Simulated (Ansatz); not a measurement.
# BClFH4N: the cost of one run

Program: Ansatz 0.2.0. Level of theory: RKS PBE0/6-31G*. These are calculated values, not measurements.

### Step 1. The system as given

Bond lengths: B1–F2 1.670 Å, B1–N3 1.550 Å, N3–H4 1.060 Å, N3–H5 1.060 Å, B1–H6 1.190 Å, B1–Cl7 2.160 Å, Cl7–H8 1.380 Å. Angles: F2–B1–N3 120.0°, F2–B1–H6 120.0°, F2–B1–Cl7 71.6°, N3–B1–H6 120.0°, N3–B1–Cl7 96.8°, H6–B1–Cl7 101.3°, B1–N3–H4 120.0°, B1–N3–H5 120.0°, H4–N3–H5 120.0°, B1–Cl7–H8 63.0°.

Coordinates:

```xyz
8

B     0.0000    0.0000    0.0000
F     0.0000    0.0000    1.6700
N     1.3423    0.0000   -0.7750
H     1.8089   -0.9179   -1.0268
H     1.7937    0.9179   -1.0532
H    -1.0305    0.0000   -0.5950
Cl    0.0968    2.0475    0.6811
H     0.0504    1.0668    1.6505
```

### Step 2. Pulling towards end A

Springs on the bonds that form and break draw the guess towards this end; the thresholds are loose.

input.yaml reads:

```yaml
crystal:
  periodic: [false, false, false]
  atoms:
    - { symbol: B, position_ang: [0.0, 0.0, 0.0] }
    - { symbol: F, position_ang: [0.0, 0.0, 1.67] }
    - { symbol: "N", position_ang: [1.3423, 0.0, -0.775] }
    - { symbol: H, position_ang: [1.8089, -0.9179, -1.0268] }
    - { symbol: H, position_ang: [1.7937, 0.9179, -1.0532] }
    - { symbol: H, position_ang: [-1.0305, 0.0, -0.595] }
    - { symbol: Cl, position_ang: [0.0968, 2.0475, 0.6811] }
    - { symbol: H, position_ang: [0.0504, 1.0668, 1.6505] }
basis:
  gaussian: { orbitals: "6-31G*" }
hamiltonian:
  xc: pbe0
relax:
  f_tol: 0.15
  max_steps: 25
  restrain:
    - { distance: [0, 6], at: 3.06, k: 30.0 }
    - { distance: [7, 1], at: 2.12, k: 30.0 }
    - { distance: [0, 1], at: 1.32, k: 30.0 }
    - { distance: [7, 6], at: 1.37, k: 30.0 }
```

Command:

```bash
ansatz run input.yaml --threads 1 --pin off --max-ram 2048MiB --backend cpu --events-out ev --progress --plain --runs-dir out
```

What time and memory should one allow on 1 thread of Intel Xeon 6975P-C (Granite Rapids), shared host?

About 22 s, with a peak of 0.17 GiB.
